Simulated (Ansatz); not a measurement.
# AlF2H3Si: how energies converge with the basis set

The task here is to estimate one member of a computed series from the others.

The runs use Ansatz 0.2.0, Gaussian basis; one geometry, several basis sets.

The runs, in order: PBE0-D4/def2-SVP; ωB97M-V/def2-SVP; PBE0-D4/def2-QZVPP; ωB97M-V/def2-QZVPP; the functionals' def2-TZVPP values are taken from earlier runs.

**Structure used throughout**

The geometry comes from an earlier relaxation with PBE0-D4 in a triple-zeta def2 set; it is a stationary point, not always the lowest conformer.

SMILES `[F][Al]([F])[SiH3]`, 7 atoms, charge 0, spin multiplicity 1.

Atoms are counted from 1 here; the program's logs count them from 0.

Bond lengths: F1–Al2 1.643 Å, Al2–F3 1.644 Å, Al2–Si4 2.431 Å, Si4–H5 1.488 Å, Si4–H6 1.486 Å, Si4–H7 1.488 Å. Angles: F1–Al2–F3 117.0°, F1–Al2–Si4 122.2°, F3–Al2–Si4 120.8°, Al2–Si4–H5 109.6°, Al2–Si4–H6 111.0°, Al2–Si4–H7 109.7°, H5–Si4–H6 109.1°, H5–Si4–H7 108.4°, H6–Si4–H7 109.1°.

Geometry (Å):

```
F     1.13218   -0.63550    2.29926
Al    0.63751   -0.94237    0.76260
F     0.93439   -2.44632    0.16983
Si   -0.48359    0.73133   -0.59772
H     0.31315    0.99216   -1.82673
H    -0.64905    2.00333    0.15215
H    -1.82349    0.22938   -1.00499
```

The first run:

in.yaml

```yaml
crystal:
  periodic: [false, false, false]
  atoms:
    - {symbol: F, position_ang: [1.132179, -0.635503, 2.299264]}
    - {symbol: Al, position_ang: [0.637509, -0.942370, 0.762600]}
    - {symbol: F, position_ang: [0.934394, -2.446325, 0.169830]}
    - {symbol: Si, position_ang: [-0.483587, 0.731326, -0.597718]}
    - {symbol: H, position_ang: [0.313147, 0.992160, -1.826733]}
    - {symbol: H, position_ang: [-0.649047, 2.003328, 0.152150]}
    - {symbol: H, position_ang: [-1.823494, 0.229384, -1.004992]}
basis:
  gaussian: {orbitals: def2-SVP}
hamiltonian: {xc: pbe0, dispersion: d4}
output: {orbitals: {seedname: orbitals}}
```

Steps of the session up to this table: PBE0-D4 in def2-SVP; ωB97M-V in def2-SVP; PBE0-D4 in def2-QZVPP; ωB97M-V in def2-QZVPP.

One table of the session follows, with a row left open; its other results are not shown here.

It belongs to the step «Density functionals: the series». 

```
functional       basis  HOMO (eV)  LUMO (eV)
   PBE0-D4    def2-SVP      -8.66      -1.30
   PBE0-D4  def2-TZVPP      -8.68      -1.47
   PBE0-D4  def2-QZVPP          ?          ?
   ωB97M-V    def2-SVP     -10.65       0.49
   ωB97M-V  def2-TZVPP     -10.70       0.23
   ωB97M-V  def2-QZVPP     -10.72       0.08
```

Estimate the missing values for PBE0-D4, def2-QZVPP.

As computed: HOMO (eV): -8.68; LUMO (eV): -1.50.
